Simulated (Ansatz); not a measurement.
# C₂H₈FNSi: up Jacob's ladder to CCSD(T)

Aim: compute C₂H₈FNSi with functionals from several rungs and with coupled cluster. The yardstick is the atomisation energy at the CCSD(T) limit.

Method: functionals in def2-TZVPP, the program's frozen cores in correlated methods; program: Ansatz 0.2.0, Gaussian basis.

The runs, in order: LDA (SPW92), PBE-D4, revPBE-D4, BLYP-D4, r2SCAN-D4, B97M-V, PBE0-D4, B3LYP-D4, r2SCANh-D4, r2SCAN0-D4, HSE06-D4, BHLYP-D4, CAM-B3LYP-D4, LC-ωPBE, ωB97X-V, ωB97M-V, B2PLYP, PBE-QIDH; CCSD(T)/def2-SVP; CCSD(T)/def2-TZVPP; MP2/def2-QZVPP; extrapolation to the limit; RPA on PBE.

## (1) The geometry

The geometry comes from an earlier relaxation with PBE0-D4 in a triple-zeta def2 set; it is a stationary point, not always the lowest conformer.

SMILES `NCC[SiH2]F`, 13 atoms, charge 0, spin multiplicity 1.

Atoms are counted from 1 here; the program's logs count them from 0.

Bond lengths: N1–C2 1.455 Å, N1–H6 1.013 Å, N1–H7 1.013 Å, C2–C3 1.521 Å, C2–H8 1.095 Å, C2–H9 1.101 Å, C3–Si4 1.858 Å, C3–H10 1.097 Å, C3–H11 1.097 Å, Si4–F5 1.606 Å, Si4–H12 1.486 Å, Si4–H13 1.485 Å. Angles: C2–N1–H6 110.2°, C2–N1–H7 110.7°, H6–N1–H7 106.9°, N1–C2–C3 110.5°, N1–C2–H8 107.6°, N1–C2–H9 113.6°, C3–C2–H8 109.4°, C3–C2–H9 109.1°, H8–C2–H9 106.5°, C2–C3–Si4 114.8°, C2–C3–H10 110.2°, C2–C3–H11 109.3°, Si4–C3–H10 108.3°, Si4–C3–H11 107.7°, H10–C3–H11 106.1°, C3–Si4–F5 109.8°, C3–Si4–H12 111.3°, C3–Si4–H13 111.2° and more.

Geometry (Å):

```xyz
13

N    -0.3929    1.6533    1.3765
C    -0.5078    0.8039    0.2002
C     0.4480   -0.3753    0.2988
Si    0.2904   -1.6232   -1.0692
F     0.6338   -0.9320   -2.4776
H     0.5396    2.0457    1.4344
H    -1.0368    2.4328    1.3185
H    -1.5381    0.4347    0.1582
H    -0.3281    1.3351   -0.7472
H     1.4863   -0.0211    0.3234
H     0.2815   -0.8981    1.2492
H    -1.0981   -2.1432   -1.1682
H     1.2424   -2.7472   -0.8824
```

## (2) LDA

This LDA is Slater exchange with PW92 correlation.

Contents of in.yaml:

```yaml
crystal:
  periodic: [false, false, false]
  atoms:
    - {symbol: N, position_ang: [-0.392935, 1.653258, 1.376537]}
    - {symbol: C, position_ang: [-0.507825, 0.803946, 0.200163]}
    - {symbol: C, position_ang: [0.447970, -0.375274, 0.298816]}
    - {symbol: Si, position_ang: [0.290391, -1.623243, -1.069206]}
    - {symbol: F, position_ang: [0.633818, -0.932024, -2.477628]}
    - {symbol: H, position_ang: [0.539589, 2.045731, 1.434442]}
    - {symbol: H, position_ang: [-1.036801, 2.432846, 1.318515]}
    - {symbol: H, position_ang: [-1.538052, 0.434658, 0.158192]}
    - {symbol: H, position_ang: [-0.328110, 1.335081, -0.747189]}
    - {symbol: H, position_ang: [1.486318, -0.021144, 0.323413]}
    - {symbol: H, position_ang: [0.281523, -0.898139, 1.249224]}
    - {symbol: H, position_ang: [-1.098102, -2.143197, -1.168173]}
    - {symbol: H, position_ang: [1.242416, -2.747201, -0.882404]}
basis:
  gaussian: {orbitals: def2-TZVPP}
hamiltonian: {xc: lda}
output: {orbitals: {seedname: orbitals}}
```

Run with:

```
$ ansatz run in.yaml --threads 4 --pin off --events-out ev --progress --plain --max-ram 10444MiB
```

The runs that follow: PBE-D4 (GGA); revPBE-D4 (GGA); BLYP-D4 (GGA); r2SCAN-D4 (meta-GGA); B97M-V (meta-GGA); PBE0-D4 (hybrid); B3LYP-D4 (hybrid); r2SCANh-D4 (hybrid); r2SCAN0-D4 (hybrid); HSE06-D4 (hybrid); BHLYP-D4 (hybrid); CAM-B3LYP-D4 (range-separated); LC-ωPBE (range-separated); ωB97X-V (range-separated); ωB97M-V (range-separated); B2PLYP (double hybrid); PBE-QIDH (double hybrid); CCSD(T) in def2-SVP; CCSD(T) in def2-TZVPP; MP2 in def2-QZVPP; RPA on PBE orbitals.

**Question.** What will the summary of the whole plan be? Wanted: atomisation energy, CCSD(T)/CBS; farthest beyond LDA; mean size of error, GGA; mean size of error, meta-GGA; mean size of error, hybrid; mean size of error, range-separated; mean size of error, double hybrid; gap, smallest and largest; T1 diagnostic.

The runs gave:

| quantity | value |
| --- | --- |
| atomisation energy, CCSD(T)/CBS | 1147.3 kcal/mol |
| functionals within 5.7 kcal/mol (0.5 %) | BLYP-D4, r2SCAN-D4, B97M-V, PBE0-D4, B3LYP-D4, HSE06-D4, CAM-B3LYP-D4, ωB97X-V, ωB97M-V |
| farthest beyond LDA | BHLYP-D4 (-29.7 kcal/mol) |
| mean size of error, GGA | 10.4 kcal/mol |
| mean size of error, meta-GGA | 3.1 kcal/mol |
| mean size of error, hybrid | 11.0 kcal/mol |
| mean size of error, range-separated | 3.9 kcal/mol |
| mean size of error, double hybrid | 12.3 kcal/mol |
| gap, smallest and largest | 4.94 eV (LDA (SPW92)), 12.51 eV (LC-ωPBE) |
| T1 diagnostic | 0.0100 |
| triples share of the correlation energy | 3.4 % |

**Reading.** LDA overbinds by 151.4 kcal/mol (13 %). PBE-D4 misses by +12.5 kcal/mol. Double hybrids carry the basis error of their MP2 part in triple zeta, and no dispersion term here, so their miss is partly the set-up's. The rungs meta-GGA, range-separated miss on average by less than the doubt on the reference (5.7 kcal/mol), so they tie. Misses under about 5.7 kcal/mol are within the doubt on the reference itself, which lacks core-valence correlation, relativity and higher excitations. Hartree-Fock recovers 73 % of the binding; the rest is correlation. CCSD(T) in def2-SVP is off by -69.1 kcal/mol, worse than the median functional, from the basis alone. Orbital gaps span 4.9 to 12.5 eV; exact exchange widens them.
